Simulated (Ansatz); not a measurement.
# GeNH3 (singlet): wave-function methods side by side at distance Ge1–H4 = 1.706 Å, cc-pVDZ

One table from this session's results is given with a row withheld; the runs are named, their logs left out.

The runs use Ansatz 0.2.0, Gaussian basis; cc-pVDZ, core rule «outside noble gas», up to 15 orbitals frozen.

To be run: UHF; CCSD(T) on RHF; CCSD(T) on UHF; BCCD(T) on RHF; CISD; CCSDT(Q) on RHF; CCSDT(Q) on UHF; CASSCF and MRCISD+Q, 2 electrons in 2 orbitals; CASSCF and NEVPT2, 2 electrons in 2 orbitals.

16 further runs of the same task are left out: 1 for a mislabelled method, 11 that didn't finish, 4 set aside as unsound or not needed.

### What is computed

The geometry derives from a PBE0/def2-TZVP stationary point (not a proven minimum). One bond is set to the value named and the two fragments are kept rigid. No spin-orbit coupling is included. The filled d shell of Ge may be among the frozen orbitals whatever the setting's name suggests; the logs give the count.

5 atoms, charge 0, spin multiplicity 1.

Atoms are counted from 1 here; the program's logs count them from 0.

Bond lengths: Ge1–N2 1.703 Å, Ge1–H3 1.543 Å, Ge1–H4 1.706 Å, N2–H5 1.020 Å. Angles: N2–Ge1–H3 128.8°, N2–Ge1–H4 117.8°, H3–Ge1–H4 113.4°, Ge1–N2–H5 110.9°.

Set-up of the first run:

The input, in.yaml:

```yaml
crystal:
  periodic: [false, false, false]
  atoms:
    - {symbol: Ge, position_ang: [0.000000, 0.015228, 0.269190]}
    - {symbol: N, position_ang: [0.000000, -0.126796, -1.428327]}
    - {symbol: H, position_ang: [0.000000, 1.294312, 1.131480]}
    - {symbol: H, position_ang: [0.000000, -1.421999, 1.188327]}
    - {symbol: H, position_ang: [0.000000, 0.792250, -1.871157]}
basis:
  gaussian: {orbitals: cc-pVDZ}
magnetization: {spin_polarized: true, initial_magnetization: 0}
hamiltonian: {xc: hf}
output: {orbitals: {seedname: orbitals}}
```

On the command line:

```sh
> ansatz run in.yaml --threads 1 --pin off --events-out ev --progress --plain --max-ram 2393MiB
```

Among the steps run: UHF; CCSD(T) on RHF; CCSD(T) on UHF; BCCD(T) on RHF; CISD; CCSDT(Q) on RHF; CCSDT(Q) on UHF; CASSCF and MRCISD+Q, 2 electrons in 2 orbitals; CASSCF and NEVPT2, 2 electrons in 2 orbitals.

One table of the session follows, with a row left open; its other results are not shown here.

It belongs to the step «Misses and costs». 

| method | from RCCSDT(Q) (meV) |
| --- | --- |
| RHF | ? |
| UHF | +8423.2 |
| RMP2 | +961.7 |
| RCCSD | +388.4 |
| RCCSD(T) | +59.5 |
| BCCD(T) | +62.0 |
| RCCSDT | +39.4 |
| RCCSDT(Q) | 0 |
| CASSCF pair | +7704.8 |
| NEVPT2 pair | +979.9 |
| MRCISD pair | +902.5 |
| MRCISD+Q pair | +166.9 |

Estimate the missing values for RHF.

**Answer.** from RCCSDT(Q) (meV): +8572.7. In the column «from RCCSDT(Q) (meV)» it is the highest.

Not comparable, so not listed: CCSD(T) on UHF; CCSDT(Q) on UHF (they don't share determinant, frozen orbitals or solution with the rows shown, or repeat one).

To keep in mind: Warnings: restricted reference is unstable; spin contamination; large T1 diagnostic.
